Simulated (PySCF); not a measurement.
# A diatomic session: AlBi+

One job finds the state of AlBi+, follows it along the bond with each method and fits the curves.

Program: PySCF 2.14.0. Level of theory: Al def2-SVPD, Bi def2-SVPD with ECP60, scalar-relativistic core potentials. These are calculated values, not measurements.

### Step 1. Input

Settings of the job:

```
atoms                         : Al, Bi
charge                        : 1
basis                         : Al def2-SVPD, Bi def2-SVPD with ECP60
Hamiltonian                   : scalar-relativistic core potentials
basis functions               : 56
electrons treated             : 35
masses in u                   : 26.9815, 208.9804
levels                        : PBE0, PBE, r²SCAN, LDA, B97-3, r²SCANh, HF, MP2, SCS-MP2, CCSD, CCSD(T)
grid                          : 80 radial by 434 angular points
occupations                   : held fixed by the projection of orbital angular momentum
dissociation limit            : Al+ + Bi, each in its ground configuration
starting distance in angstrom : 2.755
values of 2S to try           : 1, 3
```

Started as:

```bash
$ OMP_NUM_THREADS=1 python dia.py task.json out
```

Further steps of the session: The PBE0 curve of the state that the search chose; Other states along the same grid; PBE; r²SCAN (meta-GGA); LDA (local density); B97-3 (global hybrid GGA); r²SCANh (hybrid meta-GGA); ROHF; MP2 and coupled cluster.

Before running it: what results should come out? Wanted: for each run, Re; ωe; De; μ.

As calculated:

Lowest PBE0 solution found, without spin–orbit coupling: ⁴Σ⁻ (quartet), unpaired electrons σ ↑, π ↑↑. State 2 has its PBE0 minimum 0.37 eV higher, as a spin-mixed determinant (⟨S²⟩ = 1.76), so this is no gap between pure states. State 3 has its PBE0 minimum 0.50 eV higher, as a spin-mixed determinant (⟨S²⟩ = 1.76), so this is no gap between pure states. State 4 has its PBE0 minimum 1.00 eV higher. The other levels ran on the lowest alone.

```tsv
level	Re (Å)	ωe (cm⁻¹)	De (eV)	μ (D)
ROHF	3.379	81.5	0.317	-9.53
ROHF-SCS-MP2	3.056	110.9	0.496	n/a
ROHF-CCSD	3.058	125.4	0.54	n/a
ROHF-CCSD(T)	3.018	134.2	0.59	n/a
LDA	2.804	204.0	1.34	-5.94
PBE	2.877	181.9	1.14	-6.07
r²SCAN	2.859	186.2	1.09	-6.28
r²SCANh	2.863	183.6	1.04	-6.39
PBE0	2.879	176.6	1.00	-6.37
B97-3	2.913	167.6	0.94	-6.52
```

De is counted to Al+ + Bi in their ground configurations. A positive dipole points from Al to Bi; in an ion it is taken about the centre of mass and does not tell which atom is negative. No constants: ROHF-MP2 (fits of two degrees disagree).

**Reading.** The methods spread over 0.575 Å in bond length, from LDA to ROHF. CCSD(T) can't serve as the judge here: for a weak bond in this basis it is far from its limit. Of the levels with a De here, ROHF gives the least (0.317 eV) and LDA the most (1.34 eV).

Correlated steps freeze 9 core orbitals. These are scalar-relativistic numbers at best; spin–orbit coupling would shift them, the dissociation energy most. With spin–orbit coupling the term label itself may not hold.
